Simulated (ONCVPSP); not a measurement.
# An ONCV potential for Hf: one input and its neighbour

Two related inputs are run: the one described here, and one that differs from it in little. What comes out is then tested.

The numbers are computed with ONCVPSP 4.0.1 (PBE, scalar-relativistic, spin-unpolarised reference atom).

## 1. The design

The settings as typed:

```
element                 : hafnium (Hf, Z = 72)
type                    : optimised norm-conserving Vanderbilt (ONCV)
frozen core             : [Xe] 4f14
valence charge          : 4
reference configuration : 5d2 6s2
partial waves           : 6s: rc 2.25 bohr, ncon 3, nbas 6, qcut 4.1 1/bohr, 2 projectors, debl 1.5 Ha; p scattering state at 0.08 Ha: rc 2.80 bohr, ncon 5, nbas 8, qcut 3.6 1/bohr, 1 projector; 5d: rc 2.75 bohr, ncon 3, nbas 7, qcut 8.1 1/bohr, 2 projectors, debl 3.1 Ha
local potential         : polynomial inside 1.55 bohr (lpopt 5, dvloc0 0 Ha)
core correction         : not asked for
```

The outer shells as boxes (Hund's rule for the drawing; the calculation is spin-unpolarised):

```
[Xe] core
4f [↑↓][↑↓][↑↓][↑↓][↑↓][↑↓][↑↓]
5d [↑ ][↑ ][  ][  ][  ]
6s [↑↓]
```

An earlier all-electron run gives the scale for the radii.

All-electron outer shells of the reference configuration (PBE, scalar-relativistic, ld1.x):

| shell | level (eV) | outermost node (bohr) | outermost maximum (bohr) |
| --- | --- | --- | --- |
| 4f | -16.83 | – | 0.45 |
| 6s | -5.11 | 1.37 | 2.89 |
| 5d | -2.69 | 0.67 | 1.69 |
| 6p | -1.40 | 1.66 | 4.05 |

## 2. The first input

The input, Hf.dat:

```
# ATOM AND REFERENCE CONFIGURATION
# atsym  z   nc   nv     iexc    psfile
  Hf 72.00   12    2        4      upf
#
#   n    l    f
    1    0    2.00
    2    0    2.00
    2    1    6.00
    3    0    2.00
    3    1    6.00
    3    2   10.00
    4    0    2.00
    4    1    6.00
    4    2   10.00
    4    3   14.00
    5    0    2.00
    5    1    6.00
    5    2    2.00
    6    0    2.00
#
# PSEUDOPOTENTIAL AND OPTIMIZATION
# lmax
    2
#
#   l,   rc,      ep,       ncon, nbas, qcut
    0    2.25    0.00    3    6    4.10
    1    2.80    0.08    5    8    3.60
    2    2.75    0.00    3    7    8.10
#
# LOCAL POTENTIAL
# lloc, lpopt,  rc(5),   dvloc0
    4    5    1.55    0.00
#
# VANDERBILT-KLEINMAN-BYLANDER PROJECTORs
# l, nproj, debl
    0    2    1.50
    1    1    1.30
    2    2    3.10
#
# MODEL CORE CHARGE
# icmod, fcfact, rcfact
    0    0.00    0.00
#
# LOG DERIVATIVE ANALYSIS
# epsh1, epsh2, depsh
   -2.00    5.00    0.02
#
# OUTPUT GRID
# rlmax, drl
    6.00    0.01
#
# TEST CONFIGURATIONS
# ncnf
    4
# nvcnf
#   n    l    f
    2
    5    2    2.00
    6    0    1.00
#
    2
    5    2    2.00
    6    0    0.00
#
    2
    5    2    1.00
    6    0    0.00
#
    3
    5    2    2.00
    6    0    1.00
    6    1    1.00
#
```

Started as:

```sh
$ oncvpsp.x < Hf.dat > Hf.out
```

The output, Hf.out (without the consistency checks and plot data):

```text
[... the first 19 lines are left out ...]
Reference configufation results
  iterations    34
  all-electron total energy (Ha)   -1.50782169D+04

Begin loop to  construct optimized pseudo wave functions
and semi-local pseudopoentials for all angular momenta

   Wellstate for l =  0  n =  7
     eigenvalue =   1.3123
     asymptotic potential =   1.8123
     half-point radius =  3.6273

Calculating optimized projector #   1

 for l=   0

    Fraction of norm inside rc  0.145276
    Optimizing pswf for qcut=   4.09 a_B^-1,  ecut=   8.37 Ha
    Residual kinetic energy error=  7.43D-05 Ha

    Energy error per electron        Cutoff
         Ha          eV             Ha
         0.01000     0.27211        1.55
         0.00100     0.02721        5.40
         0.00010     0.00272        7.87
         0.00001     0.00027       37.17

Calculating optimized projector #   2

 for l=   0

    Fraction of norm inside rc  0.247532
    Optimizing pswf for qcut=   4.09 a_B^-1,  ecut=   8.37 Ha
    Residual kinetic energy error=  1.95D-04 Ha

    Energy error per electron        Cutoff
         Ha          eV             Ha
         0.01000     0.27211        4.04
         0.00100     0.02721        6.64
         0.00010     0.00272       15.79
         0.00001     0.00027       35.96

WARNING wellstate: moderately localized bound state found for n= 6 l=  1
WARNING scattering state with energy  0.05000000
WARNING will be used for the first projector

   Wellstate for l =  1  n =  6
     eigenvalue =   0.0500
     asymptotic potential =   0.5500
     half-point radius =  5.2440

Calculating optimized projector #   1

 for l=   1

    Fraction of norm inside rc  0.224053
    Optimizing pswf for qcut=   3.60 a_B^-1,  ecut=   6.47 Ha
    Residual kinetic energy error=  2.09D-03 Ha
 ERROR pspot:  first pseudo wave function has node,          program will stop
 ERROR pspot: try changing psp parameters for this l
```

It took 0.8 s on 1 thread, shared host.

## 3. Diagnosis

The generator stops with "ERROR pspot: first pseudo wave function has node, program will stop". The reason: the optimised pseudo-wave of the first projector has a node, so the radial equation cannot be inverted for a potential.

The second input is set otherwise in this: s: qcut 4.1 → 3.4 1/bohr; p: qcut 3.6 → 3 1/bohr; d: qcut 8.1 → 6.7 1/bohr.

## 4. The neighbouring input

Hf.dat: that of step 2 with these lines changed.

```diff
@@ -25,5 +25,5 @@
 #   l,   rc,      ep,       ncon, nbas, qcut
-    0    2.25    0.00    3    6    4.10
-    1    2.80    0.08    5    8    3.60
-    2    2.75    0.00    3    7    8.10
+    0    2.25    0.00    3    6    3.40
+    1    2.80    0.08    5    8    3.00
+    2    2.75    0.00    3    7    6.70
 #
```

Started as:

```sh
$ oncvpsp.x < Hf.dat > Hf.out
```

What the program wrote to Hf.out (without the consistency checks and plot data):

```text
ONCVPSP  (Optimized Norm-Conservinng Vanderbilt PSeudopotential)
scalar-relativistic version 4.0.1

#   n    l    f        energy (Ha)
    1    0    2.00    -2.3993057E+03
    2    0    2.00    -4.1032280E+02
    2    1    6.00    -3.6025786E+02
    3    0    2.00    -9.3493473E+01
    3    1    6.00    -7.8539285E+01
    3    2   10.00    -6.0851548E+01
    4    0    2.00    -1.8835842E+01
    4    1    6.00    -1.3930869E+01
    4    2   10.00    -7.5950016E+00
    4    3   14.00    -6.1866015E-01
    5    0    2.00    -2.4627984E+00
    5    1    6.00    -1.3073203E+00
    5    2    2.00    -9.8817132E-02
    6    0    2.00    -1.8773180E-01

Reference configufation results
  iterations    34
  all-electron total energy (Ha)   -1.50782169D+04

Begin loop to  construct optimized pseudo wave functions
and semi-local pseudopoentials for all angular momenta

   Wellstate for l =  0  n =  7
     eigenvalue =   1.3123
     asymptotic potential =   1.8123
     half-point radius =  3.6273

Calculating optimized projector #   1

 for l=   0

    Fraction of norm inside rc  0.145276
    Optimizing pswf for qcut=   3.41 a_B^-1,  ecut=   5.80 Ha
    Residual kinetic energy error=  3.34D-04 Ha

    Energy error per electron        Cutoff
         Ha          eV             Ha
         0.01000     0.27211        1.49
         0.00100     0.02721        3.11
         0.00010     0.00272       15.31
         0.00001     0.00027       36.73

Calculating optimized projector #   2

 for l=   0

    Fraction of norm inside rc  0.247532
    Optimizing pswf for qcut=   3.41 a_B^-1,  ecut=   5.80 Ha
    Residual kinetic energy error=  9.36D-04 Ha

    Energy error per electron        Cutoff
         Ha          eV             Ha
         0.01000     0.27211        4.07
         0.00100     0.02721        5.97
         0.00010     0.00272       18.63
         0.00001     0.00027       36.31

WARNING wellstate: moderately localized bound state found for n= 6 l=  1
WARNING scattering state with energy  0.05000000
WARNING will be used for the first projector

   Wellstate for l =  1  n =  6
     eigenvalue =   0.0500
     asymptotic potential =   0.5500
     half-point radius =  5.2440

Calculating optimized projector #   1

 for l=   1

    Fraction of norm inside rc  0.224053
    Optimizing pswf for qcut=   3.00 a_B^-1,  ecut=   4.50 Ha
    Residual kinetic energy error=  8.89D-03 Ha

    Energy error per electron        Cutoff
         Ha          eV             Ha
         0.01000     0.27211        4.14
         0.00100     0.02721       20.49
         0.00010     0.00272       24.84
         0.00001     0.00027       27.68

   Wellstate for l =  2  n =  8
     eigenvalue =   3.0012
     asymptotic potential =   3.5012
     half-point radius =  4.5835

Calculating optimized projector #   1

 for l=   2

    Fraction of norm inside rc  0.664946
    Optimizing pswf for qcut=   6.70 a_B^-1,  ecut=  22.46 Ha
    Residual kinetic energy error=  4.66D-10 Ha

    Energy error per electron        Cutoff
         Ha          eV             Ha
         0.01000     0.27211        8.17
         0.00100     0.02721       11.05
         0.00010     0.00272       13.55
         0.00001     0.00027       15.71

Calculating optimized projector #   2

 for l=   2

    Fraction of norm inside rc  0.207023
    Optimizing pswf for qcut=   6.70 a_B^-1,  ecut=  22.46 Ha
    Residual kinetic energy error=  4.38D-08 Ha

    Energy error per electron        Cutoff
         Ha          eV             Ha
         0.01000     0.27211       10.88
         0.00100     0.02721       13.39
         0.00010     0.00272       15.33
         0.00001     0.00027       16.81

Construct Vanderbilt / Kleinmman-Bylander projectors

B matrix Hermiticity error, ll=   0
   1   2    8.9821E-05

  Orthonormal projector coefficients  4.5719E+00  2.8122E+00

B matrix Hermiticity error, ll=   2
   1   2    1.4566E-04

  Orthonormal projector coefficients -5.1066E+00  1.3252E+00

Pseudoatom total energy   -2.759853

Diagnostic tests using Vanderbilt-Kleinman-Bylander pseudopotentials
  1 or more projectors used as specified by nproj input data

   l    rcore       rmatch      e in        delta e   norm test  slope test

   0   2.2623125   2.3310012  -0.1877318  -0.0000267   0.9999144   1.0002505
run_diag: lschvkbbe ERROR   2   1   0  60  1.31226820E+00  1.13104138E+00
   0   2.2623125   2.3310012   1.3122682  -0.1812268   0.1345364   0.1854165

   1   2.8059498   2.8911445   0.0500000   0.0000016   1.0000006   1.0000006

   2   2.7560428   2.8397222  -0.0988171  -0.0000038   1.0000245   0.9999996
   2   2.7560428   2.8397222   3.0011829  -0.0000350   0.9993499   0.9993499

 Testing for bound ghosts
   n   l    E NL Schr. Eq   E Basis Diag.   E Cutoff

       0                       -2.025536     36.16  WARNING - GHOST(-)
   1   0       -0.187758       -0.176652     36.16

       1                       -0.947539     27.87  WARNING - GHOST(-)
   2   1       -0.051372       -0.034585     27.87

   3   2       -0.098821       -0.097721     33.97

 Testing for highly-localized positive-energy ghosts
       l    <radius>/rc     E Basis Diag.   E Cutoff

       2        0.565758        4.470450     33.97  WARNING - GHOST(+)

Test configuration 0

   n   l     f        eae           eps        diff
   1   0  2.0000-2399.30568621
   2   0  2.0000 -410.32280412
   2   1  6.0000 -360.25786044
   3   0  2.0000  -93.49347343
   3   1  6.0000  -78.53928473
   3   2 10.0000  -60.85154841
   4   0  2.0000  -18.83584153
   4   1  6.0000  -13.93086894
   4   2 10.0000   -7.59500160
   4   3 14.0000   -0.61866015
   5   0  2.0000   -2.46279842
   5   1  6.0000   -1.30732029
   5   2  2.0000   -0.09881713   -0.09882096   -3.83D-06
   6   0  2.0000   -0.18773180   -0.18775846   -2.67D-05

    Total energies and differences
      AE_ref= -1.50782169D+04  AE_tst= -1.50782169D+04  dif=  0.00D+00
      PS_ref= -2.75985333D+00  PS_tst= -2.75985333D+00  dif=  2.22D-15
      PSP excitation error= -2.22D-15

Test configuration 1

   n   l     f        eae           eps        diff
   1   0  2.0000-2399.56221865
   2   0  2.0000 -410.57774446
   2   1  6.0000 -360.51286416
   3   0  2.0000  -93.74834921
   3   1  6.0000  -78.79416547
   3   2 10.0000  -61.10635536
   4   0  2.0000  -19.09076714
   4   1  6.0000  -14.18576903
   4   2 10.0000   -7.84979571
   4   3 14.0000   -0.87331243
   5   0  2.0000   -2.71739516
   5   1  6.0000   -1.56237824
   5   2  2.0000   -0.33833498   -0.33897569   -6.41D-04
   6   0  1.0000   -0.40333574   -0.40220842    1.13D-03

    Total energies and differences
      AE_ref= -1.50782169D+04  AE_tst= -1.50779237D+04  dif=  2.93D-01
      PS_ref= -2.75985333D+00  PS_tst= -2.46690238D+00  dif=  2.93D-01
      PSP excitation error=  1.92D-04

Test configuration 2

   n   l     f        eae           eps        diff
   1   0  2.0000-2399.86452485
   2   0  2.0000 -410.87786526
   2   1  6.0000 -360.81309086
   3   0  2.0000  -94.04788888
   3   1  6.0000  -79.09371685
   3   2 10.0000  -61.40587446
   4   0  2.0000  -19.39047334
   4   1  6.0000  -14.48549530
   4   2 10.0000   -8.14945118
   4   3 14.0000   -1.17266053
   5   0  2.0000   -3.01650037
   5   1  6.0000   -1.86045423
   5   2  2.0000   -0.61387286   -0.61068512    3.19D-03

    Total energies and differences
      AE_ref= -1.50782169D+04  AE_tst= -1.50774026D+04  dif=  8.14D-01
      PS_ref= -2.75985333D+00  PS_tst= -1.95084675D+00  dif=  8.09D-01
      PSP excitation error=  5.24D-03

Test configuration 3

psatom: WARNING lschvkbb convergence error n,l,iter=   3   2   4
ea(ii),et,emin,emax -1.077632E-01 -1.185396E-01 -1.185396E-01 -1.185396E-01
run_config: WARNING for fully non-local PS atom, stg. 1
 WARNING no output for configuration 4

Test configuration 4

   n   l     f        eae           eps        diff
   1   0  2.0000-2399.36024620
   2   0  2.0000 -410.37662470
   2   1  6.0000 -360.31167552
   3   0  2.0000  -93.54733120
   3   1  6.0000  -78.59314015
   3   2 10.0000  -60.90537309
   4   0  2.0000  -18.88981294
   4   1  6.0000  -13.98483033
   4   2 10.0000   -7.64891192
   4   3 14.0000   -0.67251721
   5   0  2.0000   -2.51689562
   5   1  6.0000   -1.36124946
   5   2  2.0000   -0.14252687   -0.14310219   -5.75D-04
   6   0  1.0000   -0.22055727   -0.22008479    4.72D-04
   6   1  1.0000   -0.07579102   -0.07593962   -1.49D-04

    Total energies and differences
      AE_ref= -1.50782169D+04  AE_tst= -1.50780763D+04  dif=  1.41D-01
      PS_ref= -2.75985333D+00  PS_tst= -2.61947914D+00  dif=  1.40D-01
      PSP excitation error=  2.28D-04
```

Run time: 4.4 s. Hardware: 1 thread, shared host.

The projector energies used in the p channel were 0.050 Ha; the program set a typed value aside.

All-electron and pseudo partial waves u(r) = r·R(r), from the program's wave files:

```
r (bohr)    5d AE   5d PS
   0.140   0.1651  0.0024
   0.280  -0.1437  0.0180
   0.420  -0.2693  0.0564
   0.560  -0.1504  0.1211
   0.700   0.0493  0.2083
   0.840   0.2404  0.3090
   0.980   0.3936  0.4110
   1.120   0.5051  0.5026
   1.260   0.5799  0.5756
   1.400   0.6255  0.6259
   1.540   0.6490  0.6539
   1.680   0.6563  0.6631
   1.820   0.6521  0.6584
   1.960   0.6400  0.6445
   2.100   0.6228  0.6253
   2.240   0.6021  0.6033
   2.380   0.5796  0.5799
   2.520   0.5559  0.5560
   2.660   0.5318  0.5318
   2.800   0.5077  0.5077
   2.940   0.4837  0.4837
   3.080   0.4601  0.4601
   3.220   0.4371  0.4371
   3.360   0.4146  0.4146
   3.500   0.3928  0.3928
   3.640   0.3717  0.3717
```

## 5. The configuration tests of the same run

1 test gave no usable energy difference (5d1 6s0).

Energies count from the reference configuration 5d2 6s2; the error is all-electron less pseudo.

```csv
valence configuration,charge,ΔE all-electron (eV),error AE − PS (meV)
5d2 6s1,+1,7.977,+5.2
5d2 6s0,+2,22.157,+143
5d2 6s1 6p1,0,3.826,+6.2
```

## 6. Does it scatter like the atom?

Taken from the files of the generation run. The phase is arctan(r·R′/R) of the radial function R, unwrapped, with energies in Ha. A pole is an energy at which the radial function vanishes at the test radius. The pseudo phase is shifted by a multiple of π to meet the all-electron one at the reference energy. Levels narrower than the energy grid can be missing from the poles. The last column is the largest difference on the grid between −0.5 and +0.5 Ha.

| channel | radius (bohr) | reference (Ha) | poles AE | poles PS | window around the reference with phases within 0.05 rad (Ha) | largest difference near zero (rad) |
| --- | --- | --- | --- | --- | --- | --- |
| s | 2.29 | -0.19 | 2.41 | -1.98, 2.41 | -1.7 to 4.0 | 0.001 |
| p | 2.84 | 0.05 | -1.27, 1.64 | -0.93, 1.25, 4.12 | -0.8 to 1.0 | 0.018 |
| d | 2.79 | -0.10 | 0.23, 3.06 | 0.23, 3.06, 4.54 | below 4.1 | 0.000 |

Phases (rad) along the scan:

```
E (Ha)    p AE    p PS    d AE    d PS
 -1.98   1.315   1.335   1.345   1.345
 -1.62   1.230   1.296   1.312   1.312
 -1.26  -1.599   1.220   1.261   1.261
 -0.90  -1.871  -1.713   1.163   1.163
 -0.54  -2.034  -2.037   0.872   0.873
 -0.18  -2.428  -2.434  -0.772  -0.772
  0.18  -3.598  -3.603  -1.535  -1.535
  0.54  -4.314  -4.342  -1.771  -1.771
  0.90  -4.535  -4.581  -2.101  -2.099
  1.26  -4.640  -4.717  -3.338  -3.335
  1.62  -4.708  -4.868  -4.280  -4.280
  1.98  -4.767  -5.356  -4.507  -4.508
  2.34  -4.833  -7.290  -4.606  -4.606
  2.70  -4.937  -7.634  -4.666  -4.666
  3.06  -5.200  -7.734  -4.712  -4.712
  3.42  -6.513  -7.787  -4.755  -4.756
  3.78  -7.455  -7.825  -4.804  -4.809
  4.14  -7.650  -7.855  -4.875  -4.942
  4.50  -7.730  -7.885  -5.020  -7.819
  4.86  -7.777  -7.918  -5.613  -8.018
```

## 7. Convergence and ghost test

From the same output: the cutoffs (Ha) at which the residual kinetic energy of the hardest occupied pseudo-wave falls to 1 and 0.1 mHa per electron are 11 Ha and 15 Ha.

The program's own ghost test: GHOST(-) flagged for s at -55.1 eV, p at -25.8 eV; GHOST(+) flagged for d at 121.6 eV.

Cutoff (Ha) at which the first wave of each channel reaches a given error (Ha per electron):

```
  error     s     p     d
1.0e-02   1.5   4.1   8.2
3.2e-03   2.1  11.9   9.7
1.0e-03   3.1  20.5  11.0
3.2e-04   5.9  22.9  12.4
1.0e-04  15.3  24.8  13.5
3.2e-05  24.5  26.2  14.7
1.0e-05  36.7  27.7  15.7
```

## 8. Results

| quantity | value |
| --- | --- |
| first input | failed: ERROR pspot: first pseudo wave function has node, program will stop |
| second input | generated |
| cutoffs for 1 and 0.1 mHa per electron, occupied waves | 11 Ha and 15 Ha |
| bound ghosts | s at -55.12 eV, p at -25.78 eV |
| GHOST(+) flags | d at 122 eV |
| largest test error (AE − PS) | +143 meV, for 5d2 6s0 (1 test unsolved) |
| largest phase difference near zero energy, channels read | 0.018 rad |
| projector energies reset by the program | p: 0.050 Ha |

So this one change separates a failed generation from a finished one. It has a bound ghost (s, p), a state that the atom doesn't have, and that rules the file out. The worst unpolarised test, 5d2 6s0, is off by 143 meV on 22.2 eV; by total energies transferability rates as poor. Of the tests 1 gave no usable energy difference, which is a warning in itself. The potential is soft on the atom at that tolerance: the looser tolerance needs 11 Ha. At the looser tolerance the 5d wave is the slowest; 6s needs 3 Ha. That counts occupied waves only; other projectors can need more. Near zero energy the phases of the channels with partial waves agree within 0.018 rad. The pseudo curves have a pole with no partner nearby in the atom's: s at -1.98 Ha. The program also flags highly localised states, GHOST(+) (d). All of this concerns the isolated atom, not yet a solid.
